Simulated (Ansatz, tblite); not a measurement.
**Ge20H28 off sphere (Ge₂₀H₂₈): which spin state is lowest**

Is the singlet the ground state of Ge20H28 off sphere (Ge₂₀H₂₈)? Other spin states are computed and compared level by level.

The runs use Ansatz 0.2.0, Gaussian basis; as each input shows.

The runs, in order: triplet, at the geometry of the singlet (GFN1-xTB, GFN2-xTB, PBE0-D4/def2-TZVP, PBE-D4/def2-TZVP); the singlet's energies come from earlier runs.

1 further run of the same task is left out (set aside as unsound or not needed).

## Step 1: The structure

The geometry is that of the singlet, from an earlier relaxation (PBE-D4/def2-SVP).

48 atoms, charge 0, spin multiplicity 1.

Bond lengths: Ge1–Ge12 2.449 Å, Ge1–Ge13 2.445 Å, Ge1–H21 1.558 Å, Ge1–H22 1.557 Å, Ge2–Ge11 2.446 Å, Ge2–Ge15 2.445 Å, Ge2–H23 1.559 Å, Ge2–H24 1.555 Å, Ge3–Ge14 2.449 Å, Ge3–Ge16 2.448 Å, Ge3–H25 1.560 Å, Ge3–H26 1.557 Å, Ge4–Ge12 2.450 Å, Ge4–Ge17 2.449 Å, Ge4–Ge18 2.448 Å, Ge4–H27 1.562 Å, Ge5–Ge14 2.454 Å, Ge5–Ge17 2.450 Å and more. Angles: Ge12–Ge1–Ge13 112.0°, Ge12–Ge1–H21 109.9°, Ge12–Ge1–H22 108.7°, Ge13–Ge1–H21 109.6°, Ge13–Ge1–H22 108.9°, H21–Ge1–H22 107.7°, Ge11–Ge2–Ge15 112.6°, Ge11–Ge2–H23 109.4°, Ge11–Ge2–H24 108.8°, Ge15–Ge2–H23 109.4°, Ge15–Ge2–H24 109.1°, H23–Ge2–H24 107.6°, Ge14–Ge3–Ge16 109.2°, Ge14–Ge3–H25 108.8°, Ge14–Ge3–H26 111.0°, Ge16–Ge3–H25 108.9°, Ge16–Ge3–H26 111.1°, H25–Ge3–H26 107.8° and more.

## Step 2: Triplet at the fixed geometry, GFN1-xTB

Tight binding, by tblite at 300 K electronic temperature and without a spin-polarisation term:

```python
tblite.interface.Calculator('GFN1-xTB', numbers, positions, charge=0, uhf=2).singlepoint()
```

Energy -1323.7923 eV; 0.63 s.

## Step 3: Triplet at the fixed geometry, GFN2-xTB

Tight binding, by tblite at 300 K electronic temperature and without a spin-polarisation term:

```python
tblite.interface.Calculator('GFN2-xTB', numbers, positions, charge=0, uhf=2).singlepoint()
```

Energy -1440.8191 eV; 0.75 s.

## Step 4: Triplet at the fixed geometry, PBE0-D4/def2-TZVP

Input file in.yaml:

```yaml
crystal:
  periodic: [false, false, false]
  atoms:
    - {symbol: Ge, position_ang: [-4.056204, 2.014881, -0.279564]}
    - {symbol: Ge, position_ang: [-1.413284, -3.309043, 2.860659]}
    - {symbol: Ge, position_ang: [1.748192, -3.567604, -0.360173]}
    - {symbol: Ge, position_ang: [-1.125278, 2.165777, -3.098951]}
    - {symbol: Ge, position_ang: [1.665918, -0.688812, -3.102903]}
    - {symbol: Ge, position_ang: [-1.129792, -0.711664, -0.282695]}
    - {symbol: Ge, position_ang: [-1.200086, 1.974936, 2.618143]}
    - {symbol: Ge, position_ang: [1.699033, -0.727717, 2.528334]}
    - {symbol: Ge, position_ang: [1.695575, 2.138317, -0.275051]}
    - {symbol: Ge, position_ang: [4.520167, -0.743075, -0.274816]}
    - {symbol: Ge, position_ang: [-2.617688, -1.974212, 1.202116]}
    - {symbol: Ge, position_ang: [-2.529273, 0.727832, -1.697533]}
    - {symbol: Ge, position_ang: [-2.859438, 3.309721, 1.414754]}
    - {symbol: Ge, position_ang: [0.273678, -2.138631, -1.695406]}
    - {symbol: Ge, position_ang: [0.281937, -2.014408, 4.056366]}
    - {symbol: Ge, position_ang: [3.099349, -2.166040, 1.123633]}
    - {symbol: Ge, position_ang: [0.271966, 0.742351, -4.520486]}
    - {symbol: Ge, position_ang: [0.359549, 3.567320, -1.748865]}
    - {symbol: Ge, position_ang: [3.101911, 0.688140, -1.668060]}
    - {symbol: Ge, position_ang: [0.283482, 0.711744, 1.129489]}
    - {symbol: H, position_ang: [-4.916552, 2.971091, -1.158371]}
    - {symbol: H, position_ang: [-5.026454, 1.027355, 0.432594]}
    - {symbol: H, position_ang: [-2.429160, -3.900641, 3.884203]}
    - {symbol: H, position_ang: [-0.725938, -4.502236, 2.138883]}
    - {symbol: H, position_ang: [2.697719, -4.346757, -1.321257]}
    - {symbol: H, position_ang: [0.927669, -4.613230, 0.450867]}
    - {symbol: H, position_ang: [-2.032638, 3.072953, -3.989889]}
    - {symbol: H, position_ang: [2.581717, -1.587892, -3.994968]}
    - {symbol: H, position_ang: [-1.947223, 0.945303, 3.517500]}
    - {symbol: H, position_ang: [-0.354357, 2.885367, 3.557737]}
    - {symbol: H, position_ang: [2.645062, 0.186026, 3.373419]}
    - {symbol: H, position_ang: [2.608339, 3.011162, 0.644556]}
    - {symbol: H, position_ang: [5.424338, -1.625901, -1.186890]}
    - {symbol: H, position_ang: [5.448006, 0.132886, 0.617883]}
    - {symbol: H, position_ang: [-3.558273, -2.884353, 0.357176]}
    - {symbol: H, position_ang: [-3.516077, -0.944354, 1.950103]}
    - {symbol: H, position_ang: [-3.375115, -0.185965, -2.642837]}
    - {symbol: H, position_ang: [-3.882350, 3.901122, 2.431354]}
    - {symbol: H, position_ang: [-2.138327, 4.503035, 0.726958]}
    - {symbol: H, position_ang: [-0.646600, -3.011458, -2.607511]}
    - {symbol: H, position_ang: [1.161198, -2.970633, 4.916273]}
    - {symbol: H, position_ang: [-0.429663, -1.026790, 5.026967]}
    - {symbol: H, position_ang: [3.990796, -3.073237, 2.030468]}
    - {symbol: H, position_ang: [-0.621714, -0.133749, -5.447257]}
    - {symbol: H, position_ang: [1.183408, 1.624732, -5.425711]}
    - {symbol: H, position_ang: [1.319939, 4.346705, -2.698955]}
    - {symbol: H, position_ang: [-0.451103, 4.612802, -0.927703]}
    - {symbol: H, position_ang: [3.993638, 1.586814, -2.584583]}
basis:
  gaussian: {orbitals: def2-TZVP, fitting: {mean_field: def2-universal-jkfit}}
magnetization: {spin_polarized: true, initial_magnetization: 2}
hamiltonian: {xc: pbe0, dispersion: d4}
scf: {omitted_lower_state_checks: [starts]}
output: {orbitals: {seedname: orbitals}}
```

Started as:

```
> ansatz run in.yaml --threads 11 --pin off --events-out ev --progress --plain --max-ram 174080MiB --backend cuda --devices 0, --max-vram 75GiB
```

What it wrote:

```text
Functional definition: PBE0
  name "PBE0"
  cite "Adamo & Barone, J. Chem. Phys. 110, 6158 (1999) doi:10.1063/1.478522"
  cite "Perdew, Burke & Ernzerhof, Phys. Rev. Lett. 77, 3865 (1996) doi:10.1103/PhysRevLett.77.3865"
  parent pbe
  parameter a = 0.25
  parameter kappa = 0.804
  parameter beta = 0.06672455060314922
  exchange = (1 - a)*pbe_x(kappa = kappa, mu = beta*pi^2/3) + a*exact_x
  correlation = pbe_c(beta = beta)
these checks for a lower state are left out or cut short: starts
5824 factors; integrals over basis functions are off by at most 6.2e-1 eV
mean field evaluation 1: about -1130683.8018 eV, gradient 4.6e1 eV
mean field evaluation 2: about -1130683.2041 eV, gradient 4.9e1 eV
mean field evaluation 4: about -1130687.1583 eV, gradient 4.1e0 eV
mean field evaluation 8: about -1130687.2039 eV, gradient 3.9e-1 eV
mean field evaluation 16: about -1130687.2103 eV, gradient 1.6e-2 eV
mean field evaluation 32: about -1130687.2205 eV, gradient 2.0e-2 eV
mean field -1130687.22049095 eV, -41551.9889457177 hartree, gradient 3.7e-6 eV, S^2 2.005777; 0 other end points of the search recorded, 0 dependent functions left out
reference -1130687.22057616 eV, -41551.9889488492 hartree; 335, 333 occupied and 793, 795 virtual orbitals, 5824 factors
Total energy: -1130690.24598460 eV, -41552.1001305585 hartree
Checks for a lower state left out: starts
```

Wall time 67 s (1 × H100 with 11 threads of AMD EPYC 7R13, shared host); peak host memory 2.1 GiB.

Report: HOMO -2.47 eV, LUMO -5.75 eV (over both spins; with the spin held, an empty level of the minority spin lies below the top filled one); ⟨S²⟩ 2.006 (pure: 2.00).

## Step 5: Triplet at the fixed geometry, PBE-D4/def2-TZVP

start.molden holds the orbitals of an earlier run on this state, given as this run's starting guess.

in.yaml: that of step 4 with these lines changed.

```diff
@@ -52,5 +52,5 @@
 basis:
-  gaussian: {orbitals: def2-TZVP, fitting: {mean_field: def2-universal-jkfit}}
+  gaussian: {orbitals: def2-TZVP, fitting: {mean_field: def2-universal-jkfit}, initial_orbitals: start.molden}
 magnetization: {spin_polarized: true, initial_magnetization: 2}
-hamiltonian: {xc: pbe0, dispersion: d4}
+hamiltonian: {xc: pbe, dispersion: d4}
 scf: {omitted_lower_state_checks: [starts]}
```

Launched as before.

What it wrote:

```text
Functional definition: PBE
  name "PBE"
  cite "Perdew, Burke & Ernzerhof, Phys. Rev. Lett. 77, 3865 (1996) doi:10.1103/PhysRevLett.77.3865"
  parent pbe
  parameter kappa = 0.804
  parameter beta = 0.06672455060314922
  exchange = pbe_x(kappa = kappa, mu = beta*pi^2/3)
  correlation = pbe_c(beta = beta)
these checks for a lower state are left out or cut short: starts
5824 factors; integrals over basis functions are off by at most 6.2e-1 eV
mean field evaluation 1: about -1130656.2698 eV, gradient 2.5e1 eV
mean field evaluation 2: about -1130657.3299 eV, gradient 1.2e0 eV
mean field evaluation 4: about -1130657.3212 eV, gradient 2.3e-1 eV
mean field evaluation 8: about -1130657.3329 eV, gradient 1.5e-3 eV
mean field evaluation 16: about -1130657.3329 eV, gradient 8.3e-6 eV
mean field -1130657.33288024 eV, -41550.8905962828 hartree, gradient 2.6e-6 eV, S^2 2.001954; 0 other end points of the search recorded, 0 dependent functions left out
reference -1130657.33299182 eV, -41550.8906003832 hartree; 335, 333 occupied and 793, 795 virtual orbitals, 5824 factors
Total energy: -1130660.63396058 eV, -41551.0119087478 hartree
Checks for a lower state left out: starts
```

Run time: 18 s. Hardware: 1 × H100 with 11 threads of AMD EPYC 7R13, shared host; peak host memory 2 GiB.

From the report: HOMO -2.15 eV, LUMO -5.93 eV (over both spins; with the spin held, an empty level of the minority spin lies below the top filled one); ⟨S²⟩ 2.002 (pure: 2.00).

## Step 6: Triplet less singlet, vertical

The singlet's energies are those of its earlier runs, whose logs aren't repeated here.

```
            level  triplet less singlet, vertical (kJ/mol)   time
         GFN1-xTB                                   +293.4  1.2 s
         GFN2-xTB                                   +363.4  1.3 s
 PBE-D4/def2-TZVP                                   +372.5   27 s
PBE0-D4/def2-TZVP                                   +430.7   85 s
```

Times add the two runs; a level without a time comes out of a correlated run. Tight binding without a spin term can't rank spin states.

## Step 7: Results

| quantity | value |
| --- | --- |
| triplet less singlet, vertical, functionals in def2-TZVP | +372.5 (PBE-D4) to +430.7 kJ/mol (PBE0-D4) |

All functionals put the triplet above the singlet, over a spread of 58.3 kJ/mol. The checks for a lower triplet were left out, so another state of that spin may lie lower. These are electronic energies, without zero-point motion, entropy or surroundings.
